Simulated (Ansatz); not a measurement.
# InH5O: functionals against CCSD(T) at one geometry

Aim: energy, forces and dipole at a structure displaced at random from a GFN2-xTB minimum, from CCSD(T) and from density functionals.

Program: Ansatz 0.2.0, Gaussian basis. Level of theory: single points in def2-TZVPP. These are calculated values, not measurements.

Correlated methods freeze the cores. Filled d shells of the heavier atoms are correlated. Core potentials replace the inner electrons past krypton, and spin-orbit coupling is left out.

**1. The starting structure**

7 atoms, charge 0, spin multiplicity 1.

Atoms are counted from 1 here; the program's logs count them from 0.

Bond lengths: O1–In2 2.533 Å, O1–H3 0.984 Å, O1–H4 1.079 Å, In2–H5 1.646 Å, In2–H6 1.776 Å, In2–H7 1.700 Å. Angles: In2–O1–H3 115.5°, In2–O1–H4 104.0°, H3–O1–H4 112.0°, O1–In2–H5 93.9°, O1–In2–H6 89.7°, O1–In2–H7 95.7°, H5–In2–H6 117.0°, H5–In2–H7 123.1°, H6–In2–H7 119.1°.

As a file:

```xyz
7
H5InO
O    -0.0895   -1.4356    0.0011
In    0.2284    1.0723   -0.1618
H     0.2269   -1.8489    0.8363
H    -1.1496   -1.5746   -0.1425
H    -0.5848    1.1951   -1.5876
H    -0.7190    1.2804    1.3256
H     1.9253    1.0346   -0.0624
```

**2. CCSD(T)/def2-TZVPP**

File run/in.yaml:

```yaml
crystal:
  periodic: [false, false, false]
  atoms:
    - {symbol: O, position_ang: [-0.089500, -1.435600, 0.001100]}
    - {symbol: In, position_ang: [0.228400, 1.072300, -0.161800]}
    - {symbol: H, position_ang: [0.226900, -1.848900, 0.836300]}
    - {symbol: H, position_ang: [-1.149600, -1.574600, -0.142500]}
    - {symbol: H, position_ang: [-0.584800, 1.195100, -1.587600]}
    - {symbol: H, position_ang: [-0.719000, 1.280400, 1.325600]}
    - {symbol: H, position_ang: [1.925300, 1.034600, -0.062400]}
basis:
  gaussian: {orbitals: def2-TZVPP}
correlation: {method: ccsd_t}
output: {forces: true}
```

The command line of these runs was not kept.

**3. PBE0-D4/def2-TZVPP**

Edit run/in.yaml of step 2 so:

```diff
@@ -12,3 +12,3 @@
   gaussian: {orbitals: def2-TZVPP}
-correlation: {method: ccsd_t}
-output: {forces: true}
+hamiltonian: {xc: pbe0, dispersion: d4}
+output: {forces: true, orbitals: {seedname: orbitals}}
```

**4. wB97M-V/def2-TZVPP**

Edit run/in.yaml of step 3 so:

```diff
@@ -12,3 +12,3 @@
   gaussian: {orbitals: def2-TZVPP}
-hamiltonian: {xc: pbe0, dispersion: d4}
-output: {forces: true, orbitals: {seedname: orbitals}}
+hamiltonian: {xc: {name: wB97M-V}}
+output: {forces: true}
```

**5. r2SCAN-D4/def2-TZVPP**

Edit run/in.yaml of step 4 so:

```diff
@@ -12,3 +12,3 @@
   gaussian: {orbitals: def2-TZVPP}
-hamiltonian: {xc: {name: wB97M-V}}
+hamiltonian: {xc: r2scan, dispersion: d4}
 output: {forces: true}
```

**6. PBE-D4/def2-TZVPP**

Edit run/in.yaml of step 5 so:

```diff
@@ -12,3 +12,3 @@
   gaussian: {orbitals: def2-TZVPP}
-hamiltonian: {xc: r2scan, dispersion: d4}
+hamiltonian: {xc: pbe, dispersion: d4}
 output: {forces: true}
```

**7. BLYP-D4/def2-TZVPP**

Edit run/in.yaml of step 6 so:

```diff
@@ -12,3 +12,3 @@
   gaussian: {orbitals: def2-TZVPP}
-hamiltonian: {xc: pbe, dispersion: d4}
+hamiltonian: {xc: {name: BLYP}, dispersion: d4}
 output: {forces: true}
```

**8. CAM-B3LYP-D4/def2-TZVPP**

Edit run/in.yaml of step 7 so:

```diff
@@ -12,3 +12,3 @@
   gaussian: {orbitals: def2-TZVPP}
-hamiltonian: {xc: {name: BLYP}, dispersion: d4}
+hamiltonian: {xc: {name: CAM-B3LYP}, dispersion: d4}
 output: {forces: true}
```

(Steps that only read results are left out.)

Before running it: what results should come out? Wanted: energy less free atoms, CCSD(T)/def2-TZVPP; RMS force component; RMS force error; HOMO and LUMO, PBE0-D4; T1 diagnostic.

**Answer**, as computed:

| quantity | value |
| --- | --- |
| energy less free atoms, CCSD(T)/def2-TZVPP | -17.481 eV |
| RMS force component | 1.136 to 1.310 eV/Å over the methods |
| RMS force error | PBE0-D4 0.073, wB97M-V 0.047, r2SCAN-D4 0.032, PBE-D4 0.185, BLYP-D4 0.227, CAM-B3LYP-D4 0.063 eV/Å |
| HOMO and LUMO, PBE0-D4 | -7.42 and -1.15 eV |
| T1 diagnostic | 0.013 |

What this shows: Against CCSD(T) the functionals' energies less atoms differ by -0.365 to +0.219 eV, PBE-D4 by -0.073 eV. A larger basis would deepen the CCSD(T) value, while the functionals are nearly converged already, so the order here is not reliable. The forces of r2SCAN-D4 come nearest to CCSD(T), those of BLYP-D4 are farthest. Frozen-core CCSD(T) forces in triple zeta carry basis errors of their own, and this is one geometry, so small gaps rank nothing.
